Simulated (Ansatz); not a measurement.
# MgSi3N: a trial structure relaxed

Where does this trial cell of MgSi3N go when cell and atoms are let free?

Program: Ansatz 0.2.0. Level of theory: DFT PBE, scalar-relativistic, plane waves, PAW. These are calculated values, not measurements.

### 1 Starting point

It takes space group P4mm (No. 99, tetragonal). The conventional cell has a = 3.783 Å, b = 3.783 Å, c = 4.793 Å, α = 90.00°, β = 90.00°, γ = 90.00°. Mg (site symmetry 4mm) has 12 Si at 2.72 to 3.05 Å and 4 N at 3.12 Å as nearest neighbours. Around Si (site symmetry 2mm) lie 2 N at 2.05 Å. Si (site symmetry 4mm) has 2 N at 2.12 to 2.67 Å and 4 Si at 2.67 Å and 4 Mg at 2.72 Å as nearest neighbours. N (site symmetry 4mm) has 5 Si at 2.05 to 2.12 Å as nearest neighbours.

Structure file:

```cif
data_structure
_symmetry_space_group_name_H-M 'P4mm'
_symmetry_Int_Tables_number 99
_cell_length_a 3.7832
_cell_length_b 3.7832
_cell_length_c 4.7927
_cell_angle_alpha 90.000
_cell_angle_beta 90.000
_cell_angle_gamma 90.000
_cell_volume 68.60
loop_
_atom_site_label
_atom_site_type_symbol
_atom_site_symmetry_multiplicity
_atom_site_Wyckoff_symbol
_atom_site_fract_x
_atom_site_fract_y
_atom_site_fract_z
_atom_site_occupancy
Mg1 Mg 1 a 0.00000 0.00000 0.00000 1
Si1 Si 2 c 0.00000 0.50000 0.50000 1
Si2 Si 1 b 0.50000 0.50000 0.10760 1
N1 N 1 b 0.50000 0.50000 0.66500 1
```

A structure generator made this guess: species swapped into a database cell of PrBPt3 (P4mm, No. 99), with Mg on the Pr sites, N on the B sites and Si on the Pt sites. Lengths come from tabulated atomic sizes and are only a guess.

### 2 A first look at the guess

input.yaml reads:

```yaml
crystal:
  lattice:
    - [3.78321468, 0.0, 0.0]
    - [0.0, 3.78321468, 0.0]
    - [0.0, 0.0, 4.79270326]
  atoms:
    - { symbol: Mg, position: [0.0, 0.0, 0.0] }
    - { symbol: Si, position: [0.0, 0.5, 0.5] }
    - { symbol: Si, position: [0.5, 0.0, 0.5] }
    - { symbol: Si, position: [0.5, 0.5, 0.1076] }
    - { symbol: "N", position: [0.5, 0.5, 0.66500002] }
basis:
  ecutwfc: 420
kpoints:
  mp_grid: { grid: [4, 4, 4] }
hamiltonian:
  xc: pbe
scf:
  occupations: { method: gaussian, width: 0.1 }
  lower_state_search: "off"
output:
  forces: true
  stress: true
  eigenvalues: true
```

Launch:

```console
$ ansatz run input.yaml --threads 1 --pin off --max-ram 2560MiB --backend cpu --events-out ev --progress --plain --runs-dir out
```

Further runs follow: spin check on a coarse mesh; rough relaxation on the coarse mesh; relaxation on the finer mesh.

What does the calculation give? Wanted: conventional cell; volume; energy over the elements; gap on the mesh.

As calculated:

| quantity | value |
| --- | --- |
| symmetry at the end (tolerance 0.05 Å) | space group P4mm (No. 99) |
| conventional cell | a = 4.198 Å, b = 4.198 Å, c = 4.070 Å, α = 90.00°, β = 90.00°, γ = 90.00° |
| volume | 14.34 Å³/atom |
| energy over the elements (uncorrected; H, N, O, F and Cl as molecules) | +0.50 eV/atom |
| gap on the mesh | none (metal) |

In words: The space group P4mm (No. 99) is kept, and the volume per atom grows by 4.5 % from the first guess. The formation energy is positive, so the separate elements lie lower. No finished test with a distortion of lower symmetry is shown, so the end may be a saddle point. A spin-polarised run here lost its starting moments, which speaks against magnetism, though one start doesn't rule it out. Other magnetic orders were not searched.
